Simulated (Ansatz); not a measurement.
The system is TiNiH.

```xyz
6
Lattice="1.6691 -4.7478 0.0000 1.6691 4.7478 0.0000 0.0000 0.0000 3.8405" Properties=species:S:1:pos:R:3 pbc="T T T"
Ni    1.6691    0.8161    0.9601
Ni    1.6691   -0.8161    2.8804
Ti    1.6691    3.4008    0.9601
Ti    1.6691   -3.4008    2.8804
H     1.6691   -3.9669    0.9601
H     1.6691    3.9669    2.8804
```

The cell comes from a database or a generator and needn't be the stable form of this composition.

```yaml
Program: Ansatz 0.2.0
Task: single point
Functional: PBE
Potentials_or_basis: Ansatz PAW
Cutoff: "420 eV (not typed: the program's choice for these potentials)"
k_mesh: 8 × 8 × 7
Occupations: fermi-dirac, width 0.05 eV
Spin: collinear spin, ferromagnetic start
Starting_moments: "[1.0, 1.0, 1.0, 1.0, 0.0, 0.0] μB"
```

On this cell: pressure 0.7 GPa; largest force 0.093 eV/Å; net moment 0.00 μB per cell; band gap on the k mesh none (metal or under the smearing width).

The same run follows on a disturbed copy (atoms moved at random, drawn with an rms of 0.05 Å):

```
Ni Ti H
1.0
     1.66909   -4.74779    0.00000
     1.66909    4.74779    0.00000
     0.00000    0.00000    3.84050
Ni Ti H
2 2 2
Direct
  0.42976 0.59512 0.25880
  0.58972 0.41014 0.76440
  0.14889 0.86285 0.25893
  0.86930 0.14863 0.75189
  0.90167 0.06378 0.25033
  0.08552 0.92599 0.75087
```

Task: What does the disturbed cell give?

Result: The energy (extrapolated to zero smearing) moves by +7.9 meV/atom; pressure 1.1 GPa; largest force 0.731 eV/Å; net moment 0.00 μB per cell; band gap on the k mesh none (metal or under the smearing width).

Forces on the atoms (eV/Å):
```
Ni  -0.726  0.068  0.043
Ni   0.167  0.065 -0.165
Ti   0.011 -0.063 -0.125
Ti  -0.058 -0.014  0.074
H    0.713  0.090  0.033
H   -0.107 -0.147  0.140
```

Stress tensor (GPa, compression positive):
```
 1.71 -0.04 -0.05
-0.04  1.07  0.41
-0.05  0.41  0.58
```

Caveats: the starting moments weren't kept.
